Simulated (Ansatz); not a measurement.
**GaHClOF (SMILES [OH][Ga]([F])[Cl]) at B3LYP/6-31G(d) (Cartesian functions)**

What is the vertical electron affinity of GaHClOF at B3LYP/6-31G* (Cartesian functions)? 

Program for the calculation: Ansatz 0.2.0.

93 further runs of the same task are left out: 93 set aside as unsound or not needed. Runs told in other sessions of the task aren't counted.

## (1) The molecule

GaHClOF: 5 atoms, total charge 0, spin state singlet. As SMILES, `[OH][Ga]([F])[Cl]`. The shape is that of a PBE0-D4/def2-TZVP optimisation. This is one conformer, not always the lowest.

Bond lengths: O1–Ga2 1.761 Å, Ga2–F3 1.733 Å, Ga2–Cl4 2.115 Å, O1–H5 0.961 Å. Angles: O1–Ga2–F3 117.4°, O1–Ga2–Cl4 124.1°, F3–Ga2–Cl4 118.5°, Ga2–O1–H5 113.2°.

## (2) A single-point energy at B3LYP/6-31G(d) (Cartesian functions)

File job.yaml:

```yaml
crystal:
  periodic: [false, false, false]
  atoms:
    - {symbol: O, position_ang: [-0.411400, -1.212900, 0.567400]}
    - {symbol: Ga, position_ang: [0.024700, 0.194000, -0.397200]}
    - {symbol: F, position_ang: [-0.341800, 0.143700, -2.089800]}
    - {symbol: Cl, position_ang: [0.960300, 1.923100, 0.382300]}
    - {symbol: H, position_ang: [-0.182000, -1.121400, 1.495800]}
basis:
  gaussian: {orbitals: "6-31G*"}
hamiltonian: {xc: {name: B3LYP}}
accuracy: high
output: {orbitals: {seedname: orbitals}}
```

On the command line:

```bash
$ ansatz run job.yaml --threads 1 --pin off --max-ram 3480MiB --events-out events.jsonl --progress --plain --runs-dir runs
```

The program printed:

```text
Warning: RAYON_NUM_THREADS=1 ignored (pool sized by the plan → 1); use --threads N
Functional definition: B3LYP
  name "B3LYP"
  parameter a0 = 0.2
  parameter ax = 0.72
  parameter ac = 0.81
  exchange = (1 - a0 - ax)*slater_x + ax*b88_x + a0*exact_x
  correlation = (1 - ac)*vwn_rpa_c + ac*lyp_c
1647 factors; integrals over basis functions are off by at most 4.2e-9 eV
mean field evaluation 1: about -69670.1887 eV, gradient 6.7e1 eV
mean field evaluation 2: about -69637.6083 eV, gradient 1.4e2 eV
mean field evaluation 4: about -69677.3205 eV, gradient 1.1e1 eV
mean field evaluation 8: about -69677.5653 eV, gradient 7.0e-1 eV
mean field evaluation 16: about -69677.5664 eV, gradient 6.2e-5 eV
mean field -69677.56643713 eV, -2560.6033374135 hartree, gradient 1.7e-8 eV, S^2 0.000000; 0 other end points of the search recorded, 0 dependent functions left out
reference -69677.56647509 eV, -2560.6033388088 hartree; 33, 33 occupied and 53, 53 virtual orbitals, 1647 factors
Total energy: -69677.56647509 eV, -2560.6033388088 hartree
```

It took 7.5 s on 1 thread of Arm Neoverse V2, shared host; peak memory 0.28 GiB.

## (3) The doublet anion, same level

File in.yaml:

```yaml
crystal:
  periodic: [false, false, false]
  atoms:
    - {symbol: O, position_ang: [-0.411400, -1.212900, 0.567400]}
    - {symbol: Ga, position_ang: [0.024700, 0.194000, -0.397200]}
    - {symbol: F, position_ang: [-0.341800, 0.143700, -2.089800]}
    - {symbol: Cl, position_ang: [0.960300, 1.923100, 0.382300]}
    - {symbol: H, position_ang: [-0.182000, -1.121400, 1.495800]}
basis:
  gaussian:
    orbitals: "6-31G*"
total_charge: -1
magnetization:
  spin_polarized: true
  initial_magnetization: 1
hamiltonian:
  xc: {name: B3LYP}
accuracy: high
output:
  orbitals: {seedname: orbitals}
```

On the command line:

```bash
$ ansatz run in.yaml --threads 1 --pin off --max-ram 3480MiB --events-out events.jsonl --progress --plain --runs-dir runs
```

The program printed, cut to the lines that bear on the results:

```text
Warning: RAYON_NUM_THREADS=1 ignored (pool sized by the plan → 1); use --threads N
[... 7 set-up lines as earlier in the session ...]
1646 factors; integrals over basis functions are off by at most 4.2e-9 eV
mean field evaluation 1: about -69675.2791 eV, gradient 2.6e1 eV
mean field evaluation 2: about -69665.9052 eV, gradient 5.7e1 eV
mean field evaluation 4: about -69677.3717 eV, gradient 2.5e0 eV
mean field evaluation 8: about -69677.4533 eV, gradient 1.9e-1 eV
mean field evaluation 16: about -69677.4535 eV, gradient 1.3e-4 eV
mean field -69677.45347117 eV, -2560.5991859912 hartree, gradient 3.8e-8 eV, S^2 0.751371; 2 other end points of the search recorded, 0 dependent functions left out
reference -69677.45350683 eV, -2560.5991873018 hartree; 34, 33 occupied and 52, 53 virtual orbitals, 1646 factors
Total energy: -69677.45350683 eV, -2560.5991873018 hartree
```

Run time: 14 s. Hardware: 1 thread of Arm Neoverse V2, shared host; peak memory 0.43 GiB.

## (4) Outcome

Level: B3LYP/6-31G* (Cartesian functions).

```
                                         quantity           value
                    singlet GaHClOF: total energy  -2560.60334 Eh
                     singlet GaHClOF: HOMO energy        -9.18 eV
                     singlet GaHClOF: LUMO energy        -2.02 eV
                   singlet GaHClOF: HOMO–LUMO gap         7.16 eV
                      doublet anion: total energy  -2560.59919 Eh
doublet anion: HOMO energy (highest over α and β)         2.17 eV
 doublet anion: LUMO energy (lowest over α and β)         3.74 eV
                              doublet anion: ⟨S²⟩           0.751
vertical electron affinity (to the doublet anion)       -0.113 eV
```

What this shows: The anion lies 0.11 eV (10.9 kJ/mol) above the neutral: the electron isn't bound at this level, and such a value depends on the basis. Without diffuse functions anions come out too high. The HOMO (doublet anion) lies at positive energy, 2.17 eV, from the functional's self-interaction, a short basis or an electron that isn't bound; only total energies against the neutral tell.
